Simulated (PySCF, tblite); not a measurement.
# CH₄B₃O₃ radical, a small gas-phase stand-in for a defect centre (boron oxide ring): EPR parameters

Aim: the EPR parameters of `[CH2]B1OBOBO1`. It is drawn as: carbon radical.

Programs: tblite 0.8.0 and PySCF 2.14.0. All values are calculated, for the isolated system unless a continuum is named. Atoms count from 0, parts from 1.

## 1. Starting point

11 atoms, charge 0, multiplicity 2; geometry: distance geometry start.

## 2. Relaxing the cluster with GFN2-xTB

Job settings and geometry (Å):

```
{"job": {"kind": "relax", "xc": "GFN2-xTB", "basis": "xTB"}, "charge": 0, "multiplicity": 2}
O     -1.930936     0.311808    -0.420404
B     -1.516410    -1.025679    -0.959470
O     -0.048423    -1.335318    -0.887148
B      0.971785    -0.399431    -0.311477
O      0.452474     0.908213     0.196052
B     -0.985817     1.303803     0.176787
C     -1.503626     2.091142     1.440211
H     -2.061997    -1.387646    -1.879918
H      1.989550    -0.385924    -0.889484
H     -1.064262     1.805130     2.346637
H     -2.524254     2.304513     1.455786
```

Level: GFN2-xTB geometry optimisation, gas phase.

Run with:

```sh
$ OMP_NUM_THREADS=1 python cluster_run.py task.json out
```

The driver reads the jobs from task.json and runs them one after another.

What it wrote:

```text
step      E/eV     max force
  0    -548.77417    5.680
  1    -549.99326    3.190
  2    -550.90816    2.657
  3    -551.11616    1.154
  4    -551.25845    0.671
  5    -551.31711    0.580
  6    -551.35504    0.609
  7    -551.38628    0.511
  8    -551.43003    0.637
  9    -551.46231    0.489
 10    -551.48436    0.327
 11    -551.49537    0.304
 12    -551.50775    0.315
 13    -551.52494    0.365
 14    -551.54438    0.388
 15    -551.56106    0.345
 16    -551.57541    0.298
 17    -551.58813    0.278
 18    -551.59869    0.283
 19    -551.60763    0.260
 20    -551.61426    0.228
 21    -551.61970    0.196
 22    -551.62426    0.219
 23    -551.62882    0.225
 24    -551.63297    0.172
 25    -551.63798    0.178
 26    -551.64125    0.191
 27    -551.64483    0.160
 28    -551.64767    0.158
 29    -551.65081    0.195
 30    -551.65401    0.159
 31    -551.65681    0.163
 32    -551.65898    0.123
 33    -551.66039    0.098
 34    -551.66132    0.145
 35    -551.66197    0.078
 36    -551.66262    0.065
 37    -551.66308    0.059
 38    -551.66365    0.076
 39    -551.66396    0.058
 40    -551.66414    0.031
 41    -551.66425    0.028
 42    -551.66434    0.027
 43    -551.66444    0.030
 44    -551.66457    0.030
 45    -551.66471    0.029
 46    -551.66487    0.029
 47    -551.66501    0.029
 48    -551.66518    0.034
 49    -551.66541    0.048
 50    -551.66566    0.057
 51    -551.66586    0.043
 52    -551.66597    0.021
 53    -551.66601    0.017
 54    -551.66604    0.014
 55    -551.66606    0.013
 56    -551.66608    0.009
 57    -551.66608    0.006
```

It took 0.75 s on 1 thread of AMD EPYC 9R45, shared host.

Step by step:

```csv
step,energy from step 0 (eV),largest force (eV/Å)
0,0.0000,5.6793
2,-2.1340,2.6573
4,-2.4843,0.6706
6,-2.5809,0.6091
8,-2.6559,0.6374
10,-2.7102,0.3264
12,-2.7336,0.3152
14,-2.7702,0.3884
16,-2.8012,0.2977
18,-2.8245,0.2829
20,-2.8401,0.2276
22,-2.8501,0.2191
24,-2.8588,0.1725
26,-2.8671,0.1904
28,-2.8735,0.1581
30,-2.8798,0.1585
32,-2.8848,0.1234
34,-2.8872,0.1454
36,-2.8884,0.0656
38,-2.8895,0.0756
40,-2.8900,0.0304
42,-2.8902,0.0274
44,-2.8904,0.0306
46,-2.8907,0.0283
48,-2.8910,0.0345
50,-2.8915,0.0576
52,-2.8918,0.0214
54,-2.8919,0.0143
56,-2.8919,0.0085
57,-2.8919,0.0057
```

Distances of close pairs at the start and the end, largest changes first:

```
 bond  before (Å)  after (Å)  change (Å)
O0–B1       1.500      1.353      -0.148
B3–O4       1.496      1.353      -0.143
B1–O2       1.502      1.363      -0.139
O2–B3       1.499      1.363      -0.136
O0–B5       1.495      1.381      -0.114
O4–B5       1.492      1.381      -0.111
B5–C6       1.576      1.523      -0.053
B1–H7       1.130      1.171      +0.041
```

## 3. Relaxing the molecule at PBE0-D3(BJ)/def2-SVP

Job settings and geometry (Å):

```
{"job": {"xc": "PBE0", "basis": "def2-SVP", "d3": "d3bj", "grid": 2, "kind": "geom", "shake": 0.01}, "charge": 0, "multiplicity": 2}
O     -1.091583    -0.264466    -0.335641
B     -0.639810    -1.174138    -1.199528
O      0.686533    -1.398615    -1.296569
B      1.605352    -0.680250    -0.517290
O      1.103436     0.243017     0.338134
B     -0.253083     0.495882     0.450924
C     -0.770159     1.537350     1.422228
H     -1.358470    -1.779317    -1.869681
H      2.721716    -0.872458    -0.577812
H     -0.132673     2.118880     2.061454
H     -1.838571     1.745617     1.534081
```

What it wrote:

```text
step   0  E = -340.33543472  max force = 0.054626
step   1  E = -340.34166303  max force = 0.011791
step   2  E = -340.34202102  max force = 0.003076
step   3  E = -340.34205607  max force = 0.001281
step   4  E = -340.34206315  max force = 0.000532
step   5  E = -340.34206430  max force = 0.000183
optimisation converged
```

It took 39 s on 1 thread of AMD EPYC 9R45, shared host; peak memory 0.65 GiB.

Relaxation path:

```csv
step,energy from step 0 (eV),largest force component (eV/Å)
0,0.0000,2.8090
1,-0.1695,0.6063
2,-0.1792,0.1582
3,-0.1802,0.0659
4,-0.1804,0.0274
5,-0.1804,0.0094
```

Close pairs (by a distance rule), those that changed most:

| bond | before (Å) | after (Å) | change (Å) |
| --- | --- | --- | --- |
| B3–H8 | 1.134 | 1.203 | +0.068 |
| B1–H7 | 1.154 | 1.203 | +0.049 |
| O0–B1 | 1.333 | 1.366 | +0.033 |
| O2–B3 | 1.403 | 1.372 | -0.031 |
| B1–O2 | 1.349 | 1.372 | +0.024 |
| C6–H9 | 1.074 | 1.094 | +0.020 |
| B5–C6 | 1.515 | 1.533 | +0.017 |
| B3–O4 | 1.355 | 1.366 | +0.011 |

The next job starts from the end point, and lists it.

| at the end point | value |
| --- | --- |
| point group (found at 0.08 Å tolerance) | C2v |
| rotational constants (GHz, main isotopes) | 5.736, 2.652, 1.813 |
| dipole moment (D) | 1.25 |
| ⟨S²⟩ | 0.753 |

## 4. g tensor and hyperfine couplings: B3LYP/IGLO-III+pcH-1

Job settings and geometry (Å):

```
{"job": {"kind": "epr"}, "charge": 0, "multiplicity": 2}
O     -1.089796    -0.225712    -0.313591
B     -0.608233    -1.158850    -1.187097
O      0.743789    -1.379249    -1.268398
B      1.611854    -0.668367    -0.478741
O      1.124641     0.264838     0.391705
B     -0.233474     0.504739     0.489836
C     -0.777124     1.555134     1.464347
H     -1.362973    -1.785597    -1.883061
H      2.795523    -0.867586    -0.555021
H     -0.117795     2.144808     2.107406
H     -1.847393     1.759899     1.556599
```

Method: UKS B3LYP, IGLO-III on B C O, pcH-1 on H, non-relativistic, mean-field spin-orbit, GIAO.

What it wrote:

```text
UKS, coarse grid
  cycle   1  E = -340.92233073  |g| = 8.00e-01
  cycle   2  E = -340.55351564  |g| = 1.29e+00
  cycle   3  E = -341.13402635  |g| = 6.77e-02
  cycle   4  E = -341.13549699  |g| = 3.80e-02
  cycle   5  E = -341.13615966  |g| = 8.03e-03
  cycle   6  E = -341.13617676  |g| = 4.87e-03
  cycle   7  E = -341.13618576  |g| = 1.05e-03
  cycle   8  E = -341.13618603  |g| = 2.80e-04
UKS, final grid
  cycle   1  E = -341.13619335  |g| = 2.75e-04
  cycle   2  E = -341.13619333  |g| = 3.73e-04
  cycle   3  E = -341.13619338  |g| = 6.41e-05
  cycle   4  E = -341.13619338  |g| = 2.14e-05
E = -341.13619338 Eh   <S^2> = 0.7528 (exact 0.7500)
g shifts (ppm)      1          2          3
  rmc          -136       -136       -136
  gc              6         35         38
  oz_so          -4        695       1188
  total        -134        594       1090
hyperfine (MHz)  atom isotope    a_iso     a_fc   dipolar eigenvalues
    0   17O      -0.93      -0.93     -9.54      4.12      5.41
    1   11B      -1.16      -1.16     -0.62     -0.39      1.01
    2   17O      -0.98      -0.98     -2.93      1.29      1.64
    3   11B      -1.16      -1.16     -0.62     -0.39      1.01
    4   17O      -0.93      -0.93     -9.54      4.12      5.42
    5   11B     -29.59     -29.59     -7.84      0.62      7.21
    6   13C      56.78      56.78    -70.10    -69.21    139.31
    7    1H      -0.42      -0.42     -0.93     -0.92      1.85
    8    1H      -0.42      -0.42     -0.93     -0.92      1.85
    9    1H     -55.40     -55.40    -33.75     -1.35     35.10
   10    1H     -55.40     -55.40    -33.75     -1.35     35.10
```

Wall time 28 s (1 thread of AMD EPYC 9R45, shared host); peak memory 1.1 GiB.

Principal g values 2.00219, 2.00291, 2.00341; g(iso) = 2.00284, against 2.00232 for a free electron.

Hyperfine couplings; where a row names several nuclei, a(iso) is their mean (it holds for fast rotation or exchange) and the dipolar term the largest among them:

```csv
nuclei,isotope,a(iso) (MHz),"a(iso) (G, at g = 2.0023)",largest dipolar term (MHz)
C6,13C,56.8,20.3,139.3
"H9, H10",1H,-55.4,-19.8,35.1
B5,11B,-29.6,-10.6,-7.8
"B1, B3",11B,-1.2,-0.4,1.0
O2,17O,-1.0,-0.3,-2.9
"O0, O4",17O,-0.9,-0.3,-9.5
"H7, H8",1H,-0.4,-0.1,1.8
```

Mulliken spin populations:

```
atom  value (e)
  O0       0.02
  B1       0.00
  O2       0.01
  B3       0.00
  O4       0.02
  B5       0.07
  C6       0.97
  H7       0.00
  H8       0.00
  H9      -0.04
 H10      -0.04
```

In first order the couplings over 0.8 MHz of 1H, 11B give 84 distinct lines over 73.7 G, if the averaged nuclei exchange fast; the same motion can average rows kept apart here too.

## 5. EPR parameters: BHandHLYP/IGLO-III+pcH-1

The job, as its differences from that of step 4:

```diff
@@ -1,2 +1,2 @@
-{"job": {"kind": "epr"}, "charge": 0, "multiplicity": 2}
+{"job": {"kind": "epr", "xc": "BHandHLYP"}, "charge": 0, "multiplicity": 2}
 O     -1.089796    -0.225712    -0.313591
```

Level: UKS BHandHLYP, IGLO-III on B C O, pcH-1 on H, non-relativistic, mean-field spin-orbit, GIAO.

What it wrote:

```text
UKS, coarse grid
  cycle   1  E = -340.79613472  |g| = 6.83e-01
  cycle   2  E = -340.77794576  |g| = 7.58e-01
  cycle   3  E = -340.96345615  |g| = 3.12e-02
  cycle   4  E = -340.96404883  |g| = 1.40e-02
  cycle   5  E = -340.96414168  |g| = 4.48e-03
  cycle   6  E = -340.96415387  |g| = 2.63e-03
  cycle   7  E = -340.96415931  |g| = 8.67e-04
UKS, final grid
  cycle   1  E = -340.96416490  |g| = 6.83e-04
  cycle   2  E = -340.96416500  |g| = 7.36e-04
  cycle   3  E = -340.96416520  |g| = 1.40e-04
  cycle   4  E = -340.96416522  |g| = 8.51e-05
  cycle   5  E = -340.96416523  |g| = 1.21e-05
E = -340.96416523 Eh   <S^2> = 0.7538 (exact 0.7500)
g shifts (ppm)      1          2          3
  rmc          -133       -133       -133
  gc              6         35         37
  oz_so          -3        641       1042
  total        -130        543        946
hyperfine (MHz)  atom isotope    a_iso     a_fc   dipolar eigenvalues
    0   17O      -2.12      -2.12     -8.25      3.44      4.81
    1   11B      -1.31      -1.31     -0.56     -0.47      1.03
    2   17O      -1.09      -1.09     -1.99      0.82      1.16
    3   11B      -1.31      -1.31     -0.56     -0.47      1.03
    4   17O      -2.13      -2.13     -8.25      3.44      4.81
    5   11B     -34.77     -34.77     -7.30      0.79      6.51
    6   13C      74.21      74.21    -69.94    -68.64    138.58
    7    1H      -0.31      -0.31     -0.90     -0.87      1.77
    8    1H      -0.31      -0.31     -0.90     -0.87      1.77
    9    1H     -63.84     -63.84    -34.73     -1.28     36.01
   10    1H     -63.84     -63.84    -34.73     -1.28     36.01
```

Wall time 29 s (1 thread of AMD EPYC 9R45, shared host); peak memory 1.2 GiB.

In short: g(iso) 2.00277.

## 6. Side by side: EPR parameters

g, ⟨S²⟩ and isotropic hyperfine couplings (MHz), with basis size and wall time:

```csv
run,g(iso),⟨S²⟩,13C C6,1H H9 (mean),11B B5,11B B1 (mean),17O O2,functions,time
B3LYP/IGLO-III+pcH-1,2.00284,0.753,56.8,-55.4,-29.6,-1.2,-1.0,285,28 s
BHandHLYP/IGLO-III+pcH-1,2.00277,0.754,74.2,-63.8,-34.8,-1.3,-1.1,285,29 s
```

## 7. Outcome

| quantity | value |
| --- | --- |
| point group | C2v |
| rotational constants (main isotopes) | 5.74, 2.65, 1.81 GHz |
| g(iso) (B3LYP) | 2.00284 |
| ⟨S²⟩ | 0.753 (exact 0.75) |
| largest a(iso) (averaged by class) | 13C on C6, 56.8 MHz |

In words: The start of the PBE0/def2-SVP relaxation was shaken at random by about 0.01 Å, so part of the energy gained, and of the first lengths quoted, undoes that. The optimisation took 5 steps and gained 0.180 eV; among the close pairs (by a distance rule), B3–H8 changed most, from 1.134 to 1.203 Å (PBE0/def2-SVP). C6 carries the largest spin population, 0.97 e. The isotropic g lies 0.5 ppt above the free-electron value. The coupling of 13C on C6 runs from 56.8 (B3LYP/IGLO-III+pcH-1) to 74.2 MHz (BHandHLYP/IGLO-III+pcH-1). A capped cluster stands for the solid here, so long-range fields and strain are missing, and bands or shifts of the capping hydrogens have no counterpart in it.
